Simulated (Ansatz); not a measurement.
**C₂H₉InOSe: basis-set convergence**

An exercise on one series of results from a longer session: the logs are not shown, and one member is left open.

Computed with Ansatz 0.2.0, Gaussian basis. Level: one geometry, several basis sets.

The runs, in order: PBE0-D4/def2-SVP; ωB97M-V/def2-SVP; PBE0-D4/def2-QZVPP; ωB97M-V/def2-QZVPP; the functionals' def2-TZVPP values are taken from earlier runs.

### The relaxed structure

All runs share one geometry, relaxed beforehand with PBE0-D4 in a triple-zeta def2 set. In takes the def2 core potential; no spin-orbit term is included.

14 atoms, charge 0, spin multiplicity 1.

Atoms are counted from 1 here; the program's logs count them from 0.

Bond lengths: C1–In2 2.151 Å, C1–H6 1.092 Å, C1–H7 1.091 Å, C1–H8 1.091 Å, In2–C3 2.144 Å, In2–O4 2.447 Å, In2–Se5 2.596 Å, C3–H9 1.091 Å, C3–H10 1.091 Å, C3–H11 1.091 Å, O4–H12 0.962 Å, O4–H13 0.975 Å, Se5–H14 1.469 Å. Angles: In2–C1–H6 110.8°, In2–C1–H7 110.1°, In2–C1–H8 110.4°, H6–C1–H7 108.1°, H6–C1–H8 109.2°, H7–C1–H8 108.2°, C1–In2–C3 133.3°, C1–In2–O4 97.7°, C1–In2–Se5 111.3°, C3–In2–O4 100.2°, C3–In2–Se5 113.7°, O4–In2–Se5 81.9°, In2–C3–H9 109.9°, In2–C3–H10 111.3°, In2–C3–H11 109.1°, H9–C3–H10 108.8°, H9–C3–H11 108.6°, H10–C3–H11 109.1° and more.

Set-up of the first run:

File in.yaml:

```yaml
crystal:
  periodic: [false, false, false]
  atoms:
    - {symbol: C, position_ang: [-2.207028, 0.373474, 0.060604]}
    - {symbol: In, position_ang: [-0.058579, 0.392470, -0.034307]}
    - {symbol: C, position_ang: [1.472476, 0.805162, 1.408973]}
    - {symbol: O, position_ang: [0.278937, -2.010577, -0.347390]}
    - {symbol: Se, position_ang: [0.776525, 0.456804, -2.491038]}
    - {symbol: H, position_ang: [-2.551921, -0.180814, 0.935370]}
    - {symbol: H, position_ang: [-2.587447, 1.393812, 0.133319]}
    - {symbol: H, position_ang: [-2.622877, -0.082056, -0.839041]}
    - {symbol: H, position_ang: [1.822218, 1.832509, 1.296853]}
    - {symbol: H, position_ang: [1.104988, 0.667547, 2.426428]}
    - {symbol: H, position_ang: [2.312616, 0.130682, 1.239493]}
    - {symbol: H, position_ang: [-0.510237, -2.558074, -0.407324]}
    - {symbol: H, position_ang: [0.575796, -1.855331, -1.262681]}
    - {symbol: H, position_ang: [2.181634, 0.605192, -2.090459]}
basis:
  gaussian: {orbitals: def2-SVP}
hamiltonian: {xc: pbe0, dispersion: d4}
output: {orbitals: {seedname: orbitals}}
```

On the command line:

```console
$ ansatz run in.yaml --threads 4 --pin off --events-out ev --progress --plain --max-ram 11315MiB
```

Steps of the session up to this table: PBE0-D4 in def2-SVP; ωB97M-V in def2-SVP; PBE0-D4 in def2-QZVPP; ωB97M-V in def2-QZVPP.

One of the session's tables, all rows but one given; the rest of the session is left out.

It belongs to the step «Functionals by basis». 

```
functional       basis  HOMO (eV)  LUMO (eV)
   PBE0-D4    def2-SVP          ?          ?
   PBE0-D4  def2-TZVPP      -6.60      -0.20
   PBE0-D4  def2-QZVPP      -6.62      -0.44
   ωB97M-V    def2-SVP      -8.56       1.71
   ωB97M-V  def2-TZVPP      -8.74       1.03
   ωB97M-V  def2-QZVPP      -8.76       0.67
```

**Question.** Estimate the row for PBE0-D4, def2-SVP.

As computed: HOMO (eV): -6.43; LUMO (eV): 0.18. In the column «HOMO (eV)» it is the highest.
